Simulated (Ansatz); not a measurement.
# FGeH3: the cost of one run

Program: Ansatz 0.2.0. Level of theory: RKS CAM-B3LYP/def2-SVP. These are calculated values, not measurements.

## (1) The structure to begin with

Bond lengths: Ge1–H2 1.750 Å, Ge1–F3 1.880 Å, Ge1–H4 1.549 Å, Ge1–H5 1.549 Å. Angles: H2–Ge1–F3 41.0°, H2–Ge1–H4 122.5°, H2–Ge1–H5 122.5°, F3–Ge1–H4 122.9°, F3–Ge1–H5 122.9°, H4–Ge1–H5 109.5°.

Coordinates:

```xyz
5

Ge    0.0000    0.0000    0.0000
H     0.9646    0.0000    1.4601
F     1.8114    0.0000    0.5034
H    -0.7300    1.2648   -0.5162
H    -0.7300   -1.2648   -0.5162
```

## (2) Pulling towards end A

Springs on the bonds that form and break draw the guess towards this end; the thresholds are loose.

File input.yaml:

```yaml
crystal:
  periodic: [false, false, false]
  atoms:
    - { symbol: Ge, position_ang: [0.0, 0.0, 0.0] }
    - { symbol: H, position_ang: [0.9646, 0.0, 1.4601] }
    - { symbol: F, position_ang: [1.8114, 0.0, 0.5034] }
    - { symbol: H, position_ang: [-0.73, 1.2648, -0.5162] }
    - { symbol: H, position_ang: [-0.73, -1.2648, -0.5162] }
basis:
  gaussian: { orbitals: def2-SVP }
hamiltonian:
  xc: cam_b3lyp
relax:
  f_tol: 0.15
  max_steps: 25
  restrain:
    - { distance: [1, 2], at: 2.12, k: 30.0 }
    - { distance: [0, 1], at: 1.55, k: 30.0 }
    - { distance: [0, 2], at: 1.68, k: 30.0 }
```

Started as:

```sh
ansatz run input.yaml --threads 2 --pin off --max-ram 3072MiB --backend cpu --events-out ev --progress --plain --runs-dir out
```

What time and memory should one allow on 2 threads of Arm Neoverse V1, shared host?

About 6.1 s, with a peak of 0.12 GiB.
